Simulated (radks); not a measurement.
**Se inside a hard spherical wall**

What does compression do to the levels of Se? A hard sphere of shrinking radius stands in for pressure; the configuration is held at [Ar] 3d10 4s2 4p4.

Program: radks (a radial shooting solver on a logarithmic mesh, Libxc functionals) version 1. Level of theory: non-relativistic Kohn-Sham, r2SCAN, spin-unpolarised, spherical densities, point nucleus. These are calculated values, not measurements, unless marked.

**1. The atom as given**

| Quantity | Value |
| --- | --- |
| element | selenium (Z = 34) |
| charge | 0 |
| electrons | 34 |
| configuration | [Ar] 3d10 4s2 4p4 |

The outer shells:

Se
```
[Ar] core
3d [↑↓][↑↓][↑↓][↑↓][↑↓]
4s [↑↓]
4p [↑↓][↑ ][↑ ]
```

**2. The free atom**

Settings of this run:

```text
Z 34
configuration [Ar] 3d10 4s2 4p4 5s0 4d0 5p0
relativity non-relativistic
functional r2scan,r2scan
spin unpolarised
nucleus point
```

**3. Wall at 15 bohr**

Settings, as their differences from step 2:

```diff
@@ -6 +6,2 @@
 nucleus point
+wall 15 bohr
```

**4. Wall at 12 bohr**

Settings, as their differences from step 3:

```diff
@@ -6,2 +6,2 @@
 nucleus point
-wall 15 bohr
+wall 12 bohr
```

**5. Wall at 10 bohr**

Settings, as their differences from step 4:

```diff
@@ -6,2 +6,2 @@
 nucleus point
-wall 12 bohr
+wall 10 bohr
```

**6. Wall at 8 bohr**

Settings, as their differences from step 5:

```diff
@@ -6,2 +6,2 @@
 nucleus point
-wall 10 bohr
+wall 8 bohr
```

**7. Wall at 5 bohr**

Settings, as their differences from step 6:

```diff
@@ -6,2 +6,2 @@
 nucleus point
-wall 8 bohr
+wall 5 bohr
```

**8. Wall at 2.5 bohr**

Settings, as their differences from step 7:

```diff
@@ -6,2 +6,2 @@
 nucleus point
-wall 5 bohr
+wall 2.5 bohr
```

**9. Wall at 2 bohr**

Settings, as their differences from step 8:

```diff
@@ -6,2 +6,2 @@
 nucleus point
-wall 2.5 bohr
+wall 2 bohr
```

Before running it: what results should come out? Wanted: for each run, R; E − E(free); ε(4p); ε(5s, empty); ε(5p, empty); ε(4d, empty); pressure.

The runs gave:

| R (bohr) | E − E(free) (eV) | ε(4p) (eV) | ε(5s, empty) (eV) | ε(5p, empty) (eV) | ε(4d, empty) (eV) | pressure (GPa) |
| --- | --- | --- | --- | --- | --- | --- |
| free | 0.000 | -6.781 | - | - | - | 0 |
| 15 | 0.000 | -6.781 | 0.197 | 1.040 | 1.681 | < 0.0001 |
| 12 | 0.000 | -6.781 | 0.456 | 1.679 | 2.340 | < 0.0001 |
| 10 | 0.001 | -6.777 | 0.891 | 2.606 | 3.014 | 0.00161 |
| 8 | 0.023 | -6.731 | 2.020 | 4.720 | 4.081 | 0.0440 |
| 5 | 1.754 | -5.193 | 11.387 | 18.115 | 9.058 | 9.05 |
| 2.5 | 100.79 | 25.696 | 120.22 | 137.22 | 55.243 | 2603 |
| 2 | 272.20 | 64.098 | 235.03 | 254.65 | 102.30 | 12617 |

In words: At the tightest wall, 2 bohr, the energy stands 272.20 eV above the free atom and the pressure, −dE/dV, is 12617 GPa. Of the levels in the table that exist at both ends, 4p rises most from the free atom (70.879 eV). From R = 2.5 bohr inwards the highest occupied level lies above zero, pushed up by confinement. Shells are not refilled when levels cross, and a hard wall is a model, not a crystal.
